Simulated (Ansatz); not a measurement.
# Sc3In, space group Pm-3m: a relaxation of the ions

Program: Ansatz's Python interface.

Run as a notebook:

In [1]:
```python
from collections import defaultdict
from pathlib import Path
import warnings

import ansatz as az
from ase import Atoms
from ase.io import write
from ase.neighborlist import neighbor_list
import matplotlib.pyplot as plt
import numpy as np
```

In [2]:
```python
warnings.simplefilter("ignore", az.DeckWarning)

lattice = az.Lattice.of(
    (4.53040882, 0.0, 0.0),
    (0.0, 4.53040882, 0.0),
    (0.0, 0.0, 4.53040882),
)
sites = [
    ("Sc", (0.5, 0.5, 0.0)),
    ("Sc", (0.5, 0.0, 0.5)),
    ("Sc", (0.0, 0.5, 0.5)),
    ("In", (0.0, 0.0, 0.0)),
]
crystal = az.Crystal(lattice=lattice)
for symbol, position in sites:
    crystal = crystal.atom(symbol, position)
```

In [3]:
```python
job = (
    crystal.calculation()
    .functional("PBEsol")
    .basis(19 * az.Ha)
    .kpoints(mesh=(4, 4, 4))  # sampling of the Brillouin zone
    .occupations(az.OccupationsMethod.COLD, width=0.1)
    .relax(force_tolerance=0.01, random_displacement=True, displacement_amplitude=0.1, displacement_seed=923)  # relax until the tolerances are met
    .density_of_states(energy_step=0.05, projected=True)  # states per eV and cell
    .density()  # keep the density on its grid
    .potential()  # keep the local potentials
    .electron_localization_function()  # 1 for a lone pair or bond, 0.5 for a uniform gas
    .output_files(volumetric_format="npy")
)
steps = []


def collect(event):
    if event["event"] == "relax_step":
        steps.append(event["data"])


done = job.session().plan().execute(on_event=collect)
summary = done.report

summary["n_iterations"], summary["closed_by"]
```
Out [3]:
```text
(3, 'deck_thresholds')
```

In [4]:
```python
[(site.symbol, site.position_frac.round(4).tolist()) for site in done.lattice.sites]
```
Out [4]:
```text
[(<Element.SC: 'Sc'>, [0.5057, 0.5114, -0.0039]), (<Element.SC: 'Sc'>, [0.5057, 0.0113, 0.4958]),
 (<Element.SC: 'Sc'>, [0.0058, 0.5115, 0.4962]), (<Element.IN: 'In'>, [0.0057, 0.0114, -0.004])]
```

In [5]:
```python
for s in steps:
    flag = "" if s["accepted"] else "  (rejected)"
    print("step %2d  E = %.5f eV  largest force component = %.4f eV/A%s" % (s["step"], s["lagrangian_ev"], s["allowed_force_max_ev_ang"], flag))
```
```text
step  1  E = -11860.70479 eV  largest force component = 0.3824 eV/A
step  2  E = -11860.74539 eV  largest force component = 0.2802 eV/A
step  3  E = -11860.77122 eV  largest force component = 0.0058 eV/A
step  4  E = -11860.77122 eV  largest force component = 0.0057 eV/A
```

In [6]:
```python
first, last = steps[0], steps[-1]
symbols = [site.symbol for site in done.lattice.sites]
print(f"energy gained {first['lagrangian_ev'] - last['lagrangian_ev']:.4f} eV in {len(steps) - 1} steps")
```
```text
energy gained 0.0664 eV in 3 steps
```

In [7]:
```python
print("atom   start x y z (A)              end x y z (A)")
for symbol, a, b in zip(symbols, first["positions_ang"], last["positions_ang"]):
    print(f"{symbol:3s}", " ".join(f"{v:8.4f}" for v in a), "  ", " ".join(f"{v:8.4f}" for v in b))
```
```text
atom   start x y z (A)              end x y z (A)
Sc    2.2919   2.3377  -0.0635      2.2910   2.3168  -0.0178
Sc    2.2610   0.0876   2.3133      2.2910   0.0514   2.2461
Sc   -0.0030   2.2779   2.1661      0.0261   2.3172   2.2480
In    0.0840   0.0339   0.0423      0.0258   0.0516  -0.0181
```

In [8]:
```python
relaxed = Atoms(symbols, positions=[site.position_ang for site in done.lattice.sites], cell=done.lattice.cell_ang, pbc=True)
write("relaxed.extxyz", relaxed, format="extxyz")
```

In [9]:
```python
fig, (top, bottom) = plt.subplots(2, 1, sharex=True, figsize=(4.5, 4))
top.plot([s["lagrangian_ev"] - last["lagrangian_ev"] for s in steps], "o-")
top.set_ylabel("E - E(final) (eV)")
bottom.semilogy([max(s["allowed_force_max_ev_ang"], 1e-6) for s in steps], "s-")
bottom.set(xlabel="step", ylabel="largest force (eV/A)")
fig.tight_layout()
fig.savefig("relax.png", dpi=100)
```

In [10]:
```python
final = Atoms(symbols, positions=last["positions_ang"], cell=done.lattice.cell_ang, pbc=True)
i, j, d = neighbor_list("ijd", final, 4.5)
print("neighbours within 1.1 times the shortest distance of each atom (A)")
for atom in range(len(final)):
    near = [m for m in np.argsort(d) if i[m] == atom]
    shell = [m for m in near if d[m] < 1.1 * d[near[0]]]
    print(f"{symbols[atom]}{atom} ({len(shell)}):", ", ".join(f"{symbols[j[m]]} {d[m]:.3f}" for m in shell))

print("%-22s %14.5f eV" % ("F = E - TS", summary["free_energy_ev"]))
print("%-22s %14.5f eV" % ("E", summary["internal_energy_ev"]))
print("%-22s %14.5f eV" % ("Harris-Foulkes", summary["harris_foulkes_ev"]))
print("%-22s %14.5f eV" % ("Fermi level", summary["fermi_energy_ev"]))
```
```text
neighbours within 1.1 times the shortest distance of each atom (A)
Sc0 (12): Sc 3.202, Sc 3.203, Sc 3.203, Sc 3.203, In 3.203, In 3.203, In 3.204, In 3.204, Sc 3.204, Sc 3.204, Sc 3.204, Sc 3.205
Sc1 (12): Sc 3.202, Sc 3.203, In 3.203, In 3.203, Sc 3.203, Sc 3.203, Sc 3.204, Sc 3.204, In 3.204, In 3.204, Sc 3.204, Sc 3.205
Sc2 (12): In 3.203, Sc 3.203, Sc 3.203, In 3.203, Sc 3.203, Sc 3.203, Sc 3.204, Sc 3.204, In 3.204, Sc 3.204, Sc 3.204, In 3.204
In3 (12): Sc 3.203, Sc 3.203, Sc 3.203, Sc 3.203, Sc 3.203, Sc 3.203, Sc 3.204, Sc 3.204, Sc 3.204, Sc 3.204, Sc 3.204, Sc 3.204
F = E - TS               -11860.77122 eV
E                        -11860.76240 eV
Harris-Foulkes           -11860.77122 eV
Fermi level                  10.39718 eV
```

In [11]:
```python
dos = done.density_of_states()
energy = np.asarray(dos.energies_ev) - dos.fermi_ev
projected = done.projected_density_of_states()
by_shell = defaultdict(float)
for site in projected.sites:
    for shell in site.shells:
        for part in shell.curves:
            by_shell[f"{site.species} {'spdf'[shell.l]}"] += np.sum(part.g_bin_mean_per_ev, axis=0)
print("E - E_F  " + " ".join(f"{name:>7s}" for name in by_shell))
for e in np.arange(-6, 6 + 0.1, 1.0):
    print(f"{e:7.1f}  " + " ".join(f"{np.interp(e, energy, curve):7.3f}" for curve in by_shell.values()))

folder = Path(done.write_results("fields"))
print("densities in e/A^3, potentials in eV, ELF without unit")
for name in sorted(p.name for p in folder.glob("*.npy")):
    field = np.load(folder / name)
    print(f"{name:16s} {str(field.shape):16s} min {field.min():10.4f}  mean {field.mean():10.4f}  max {field.max():10.4f}")
```
```text
E - E_F     Sc s    Sc p    Sc d    In s    In p    In d
   -6.0    0.515   0.020   0.140   0.858   0.064   0.001
   -5.0    0.000   0.000   0.000   0.000   0.000   0.000
   -4.0    0.016   0.000   0.003   0.000   0.012   0.000
   -3.0    0.692   0.025   0.482   0.137   0.730   0.002
   -2.0    0.705   0.052   1.762   0.098   1.887   0.008
   -1.0    0.247   0.033   2.817   0.010   1.365   0.002
    0.0    0.216   0.027   6.850   0.000   0.182   0.010
    1.0    0.101   0.021   8.827   0.090   0.292   0.010
    2.0    0.026   0.005   3.796   0.000   0.021   0.007
    3.0    0.000   0.000   0.000   0.000   0.000   0.000
    4.0    0.000   0.000   0.000   0.000   0.000   0.000
    5.0    0.000   0.000   0.000   0.000   0.000   0.000
    6.0    0.000   0.000   0.000   0.000   0.000   0.000
densities in e/A^3, potentials in eV, ELF without unit
elf.npy          (36, 36, 36)     min     0.0003  mean     0.3228  max     0.8070
rho.npy          (36, 36, 36)     min     0.0927  mean     0.4947  max    12.7929
v_es.npy         (36, 36, 36)     min   -78.5066  mean     4.5083  max    14.5715
v_tot.npy        (36, 36, 36)     min  -103.3456  mean    -5.7439  max     6.2047
```

File `relaxed.extxyz` afterwards:
```text
4
Lattice="4.53040882 0.0 0.0 0.0 4.53040882 0.0 0.0 0.0 4.53040882" Properties=species:S:1:pos:R:3 pbc="T T T"
Sc       2.29104160       2.31680079      -0.01781671
Sc       2.29104931       0.05141418       2.24606943
Sc       0.02605220       2.31721821       2.24801970
In       0.02575977       0.05157324      -0.01809151
```

Reading the output:
- Total energies depend on the potentials; only differences at equal settings carry meaning. A total without «per atom» is that of the cell as typed.
- The mesh is modest for a metal, so energies can be off by several to tens of meV an atom and pressures by half a GPa or more; differences at equal mesh fare better.
- The zero of the levels is a convention of the potentials, so an absolute Fermi energy is no work function.
- Projections exist only for the shells that the potentials hold, some of them semicore, and samples at single energies can miss narrow peaks.
- Energies along a relaxation are free energies. A last row that repeats the one before re-solves the same geometry more tightly.
- The first row is the displaced cell, and groups found at tight tolerances show what the force threshold leaves of the kick.
- Densities and potentials on the grid are those of the valence electrons, and inside the cores they hang on the potentials used.
- This cell is a computed structure, which may not be the phase found in nature.
- The computed bands are complete only to about 1.2 eV above the Fermi level; beyond that the density of states is undercounted.
- Run time: 45 s on 1 thread of Arm Neoverse V1, on a shared host, peak memory 0.57 GiB.

(A comment or docstring line of the script was reworded after the run, the code is as it ran; lines on the test bed's own set-up are left out of the output.)
